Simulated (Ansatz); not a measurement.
From input file to script: CH3FOSn, SMILES [F][SnH]1[CH2][O]1 in Ansatz 0.2.0.

```yaml
crystal:
  periodic: [false, false, false]
  atoms:
    - { symbol: F, position_ang: [1.4255, -1.9382, -0.9063] }
    - { symbol: Sn, position_ang: [-0.1714, -1.0317, -0.1182] }
    - { symbol: C, position_ang: [-0.1683, 1.0889, -0.1783] }
    - { symbol: O, position_ang: [0.574, 0.606, 0.9259] }
    - { symbol: H, position_ang: [-1.1189, -1.9667, 1.0009] }
    - { symbol: H, position_ang: [0.5743, 1.5699, -0.8791] }
    - { symbol: H, position_ang: [-1.0538, 1.6039, 0.1094] }
basis:
  gaussian: { orbitals: def2-TZVP }
hamiltonian:
  xc: { name: wB97X-V }
output:
  forces: true
```

The program run on that file:
```console
$ ansatz run input.yaml --threads 1 --pin off --max-ram 4096MiB --backend cpu --events-out ev --progress --plain --runs-dir out
Engine: ansatz 0.2.0, aarch64-unknown-linux-gnu
Functional definition: wB97X-V
  parameter omega = 0.3/bohr
  parameter cx = 0.167
  parameter cx1 = 0.603
  parameter cx2 = 1.194
  parameter css0 = 0.556
  parameter css1 = -0.257
  parameter cos0 = 1.219
  parameter cos1 = -1.850
  parameter b = 6.0
  parameter c = 0.01
  exchange = spin_sum(e_x_unif_sr(omega)*poly(b97_u_x, 1 - cx, cx1, cx2)) + cx*exact_x_sr(omega) + exact_x_lr(omega)
  correlation = spin_sum(e_c_pw_same_spin*poly(b97_u_same, css0, css1))
      + integral(e_c_pw_opposite_spin*poly(b97_u_opposite, cos0, cos1)) + vv10(b, c)
1051 factors; their error is unknown
243 factors; integrals over basis functions are off by at most 6.7e-6 eV
mean field evaluation 1: about -11671.5067 eV, gradient 6.6e1 eV
mean field evaluation 2: about -11657.4206 eV, gradient 1.1e2 eV
mean field evaluation 4: about -11679.8508 eV, gradient 7.8e0 eV
mean field evaluation 8: about -11679.9531 eV, gradient 1.8e-1 eV
mean field evaluation 16: about -11680.0011 eV, gradient 7.8e-4 eV
mean field -11680.00110130 eV, -429.2321234837 hartree, gradient 8.6e-5 eV, S^2 0.000000; 0 other end points of the search recorded, 0 dependent functions left out
the calculation of the forces begins
reference -11680.00109903 eV, -429.2321234001 hartree; 24, 24 occupied and 137, 137 virtual orbitals, 1051 factors
Total energy: -11680.00109903 eV, -429.2321234001 hartree
Atom 0 at     1.425500    -1.938200    -0.906300 Å, force    -1.442775     0.653266     0.789404 eV/Å
Atom 1 at    -0.171400    -1.031700    -0.118200 Å, force     0.888706     0.162444    -0.024376 eV/Å
Atom 2 at    -0.168300     1.088900    -0.178300 Å, force     3.013460    -0.410106     0.192929 eV/Å
Atom 3 at     0.574000     0.606000     0.925900 Å, force    -0.761283    -0.793098    -0.239407 eV/Å
Atom 4 at    -1.118900    -1.966700     1.000900 Å, force     0.691846     0.140980    -0.509792 eV/Å
Atom 5 at     0.574300     1.569900    -0.879100 Å, force    -1.471376    -0.334135     0.058866 eV/Å
Atom 6 at    -1.053800     1.603900     0.109400 Å, force    -0.918578     0.580649    -0.267624 eV/Å
Dipole moment:    -0.761808     0.022366    -0.139252 e Å
```

`energy_ch3fosn.py`:
```python
import ansatz
import numpy as np

GEOMETRY = """
F     1.42550   -1.93820   -0.90630
Sn   -0.17140   -1.03170   -0.11820
C    -0.16830    1.08890   -0.17830
O     0.57400    0.60600    0.92590
H    -1.11890   -1.96670    1.00090
H     0.57430    1.56990   -0.87910
H    -1.05380    1.60390    0.10940
"""


def main() -> None:
    geometry = ansatz.Crystal.molecule()
    for line in GEOMETRY.strip().splitlines():
        symbol, *xyz = line.split()
        geometry = geometry.atom(symbol, [float(v) for v in xyz])

    calculation = (
        geometry.calculation()
        .basis(gaussian="def2-TZVP")
        .functional(ansatz.LibraryFunctional("wB97X-V"))
        .forces()
    )
    data = calculation.session().plan(threads=1).execute().report

    print("reference energy %16.6f eV" % data["reference_energy_ev"])
    print("total energy     %16.6f eV" % data["free_energy_ev"])
    print("occupied (up, down):", data["n_occupied"], " virtual:", data["n_virtual"], " frozen:", data["n_frozen"])

    field = data["mean_field"]
    print("<S^2> =", round(abs(field["state"]["spin_squared"]), 4), " relativity:", field["relativity"])
    print("passes:", field["passes"])
    if "symmetry" in field:
        print("occupied orbitals by irrep:", field["symmetry"]["occupied"])

    symbols = [site.symbol for site in geometry.cartesian_sites]
    print("forces (eV/A)")
    for symbol, f in zip(symbols, data["forces_ev_ang"]):
        print(f"  {symbol:2s} {f[0]:9.4f} {f[1]:9.4f} {f[2]:9.4f}")

    charges = data["charge_distribution"]
    print("dipole moment", round(4.803205 * float(np.linalg.norm(charges["dipole_moment_e_ang"])), 3), "D")
    print("Mulliken:", [(s, round(q, 3)) for s, q in zip(symbols, charges["mulliken_charges_e"])])


if __name__ == "__main__":
    main()
```

```console
$ python energy_ch3fosn.py
reference energy    -11680.001099 eV
total energy        -11680.001099 eV
occupied (up, down): [24, 24]  virtual: [137, 137]  frozen: 0
<S^2> = 0.0  relativity: none
passes: {'evaluations': 17, 'products': 15}
occupied orbitals by irrep: [{'A': 24}, {'A': 24}]
forces (eV/A)
  F    -1.4428    0.6533    0.7894
  Sn    0.8887    0.1624   -0.0244
  C     3.0135   -0.4101    0.1929
  O    -0.7613   -0.7931   -0.2394
  H     0.6918    0.1410   -0.5098
  H    -1.4714   -0.3341    0.0589
  H    -0.9186    0.5806   -0.2676
dipole moment 3.721 D
Mulliken: [('F', -0.489), ('Sn', 0.867), ('C', -0.184), ('O', -0.487), ('H', 0.023), ('H', 0.136), ('H', 0.133)]
```

Total energies depend on the basis set; only differences at equal settings carry meaning. The geometry is a force-field or estimated start, not a minimum of this method, and the basis set is short of its limit. def2 sets replace the cores of elements past krypton by effective core potentials. Wall time of the script: 20 s on 1 thread of Arm Neoverse V1, on a shared host, peak memory 0.46 GiB.

(Lines on the test bed's own set-up are left out of the output.)
